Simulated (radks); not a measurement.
# Polarisabilities and dispersion coefficients of Ni, Cu⁺, Zn²⁺ and others

The task here is to estimate one member of a computed series from the others.

The numbers are computed with radks (a radial shooting solver on a logarithmic mesh, Libxc functionals) version 1 (scalar-relativistic Kohn-Sham, LDA (Slater exchange, Perdew-Wang correlation), spin-polarised, spherical densities, finite nucleus; open shells are filled with parallel spins first), except any that are marked as measured or tabulated.

## Starting point

* species: Ni ([Ar] 3d8 4s2), Cu⁺ ([Ar] 3d10), Zn²⁺ ([Ar] 3d10), Ga³⁺ ([Ar] 3d10), Ge⁴⁺ ([Ar] 3d10), As⁵⁺ ([Ar] 3d10), Se⁶⁺ ([Ar] 3d10), Br⁷⁺ ([Ar] 3d10), Kr⁸⁺ ([Ar] 3d10)

The first run:

Input:

```text
Z 28
configuration [Ar] 3d8 4s2
relativity scalar-relativistic
functional lda,pw
spin polarised
nucleus finite rms 3.7757 fm
c 137.035999084
response adiabatic LDA kernel
```

Steps of the session up to this table: Ni, [Ar] 3d8 4s2; Cu⁺, [Ar] 3d10; Zn²⁺, [Ar] 3d10; Ga³⁺, [Ar] 3d10; Ge⁴⁺, [Ar] 3d10; As⁵⁺, [Ar] 3d10; Se⁶⁺, [Ar] 3d10; Br⁷⁺, [Ar] 3d10; Kr⁸⁺, [Ar] 3d10.

One table of the session follows, with a row left open; its other results are not shown here.

| species | −ε(HOMO) (eV) | α (bohr³) | α uncoupled (bohr³) | C6 (hartree bohr⁶) | C8 (hartree bohr⁸) |
| --- | --- | --- | --- | --- | --- |
| Ni | 5.683 | 43.91 | 79.36 | 343.8 | - |
| Cu⁺ | 14.007 | 8.170 | 11.19 | 27.94 | 603.4 |
| Zn²⁺ | ? | ? | ? | ? | ? |
| Ga³⁺ | 52.851 | 1.491 | 1.839 | 3.351 | 28.57 |
| Ge⁴⁺ | 78.389 | 0.8723 | 1.053 | 1.672 | 10.89 |
| As⁵⁺ | 107.57 | 0.5642 | 0.6712 | 0.9400 | 4.933 |
| Se⁶⁺ | 140.22 | 0.3903 | 0.4595 | 0.5727 | 2.509 |
| Br⁷⁺ | 176.23 | 0.2834 | 0.3308 | 0.3699 | 1.385 |
| Kr⁸⁺ | 215.53 | 0.2132 | 0.2471 | 0.2498 | 0.8132 |

Estimate the missing values for Zn²⁺.

The run gave: −ε(HOMO) (eV): 31.226; α (bohr³): 2.999; α uncoupled (bohr³): 3.833; C6 (hartree bohr⁶): 8.118; C8 (hartree bohr⁸): 99.89. In the column «−ε(HOMO) (eV)» it lies between Cu⁺ (14.007) and Ga³⁺ (52.851).

In words: Uncoupled leaves out the potential induced by the response; Ni is the most polarisable and Kr⁸⁺ the least, a factor 206 apart. C8 is given only where no p, d or f shell is open. For heavy and open-shell atoms this level can miss by tens of per cent.
